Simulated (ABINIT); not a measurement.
Runs of ABINIT 10.8.3 (patched build) on GaGe3. The structure is cubic, space group Pm-3m (No. 221). Conventional cell: a = 4.278 Å, b = 4.278 Å, c = 4.278 Å, α = 90.00°, β = 90.00°, γ = 90.00°. Ge (site symmetry 4/mmm) has 8 Ge at 3.03 Å and 4 Ga at 3.03 Å as nearest neighbours. Ga (site symmetry m-3m) is surrounded by 12 Ge at 3.03 Å. The cell comes from a database or a generator and needn't be the stable form of this composition.

```tsv
task	level	potentials or basis	cell	k mesh	cutoff (eV)	fine-grid cutoff	mesh quality	gap on the mesh (eV)	pressure (GPa)
band structure	r2SCAN	JTH PAW PBE v2.0	as given	6 × 6 × 6	707	1306.15 eV	not flagged	none	(a)
single point	PBEsol	PseudoDojo NC SR PBEsol v0.4.1 standard	as given	6 × 6 × 6	1088	-	not flagged	none	-3.4
band structure	PBEsol	PseudoDojo NC SR PBEsol v0.4.1 standard	as given	6 × 6 × 6	1088	-	not flagged	none	-3.4
band structure	LDA	JTH PAW LDA v2.0	as given	6 × 6 × 6	599	1197.3 eV	not flagged	none	-5.2
single point	PBEsol	PseudoDojo NC SR PBEsol v0.4.1 standard	atoms moved at random, drawn with an rms of 0.05 Å	6 × 6 × 6	1088	-	not flagged	none	-3.4
```

Alike in all rows: no spin polarisation; smearing fermi-dirac 0.05 eV.

Q: Estimate the missing entries.

A: (a) -2.0.

Caveats: the PAW data sets were made with another functional, which shifts forces and pressure a little (some runs).

A k mesh can miss the band edges, and the runs leave out spin-orbit coupling on Ga, Ge.

A gap of «none» marks a metal or a gap under the smearing width.

Runs at the PBE level aren't shown here.
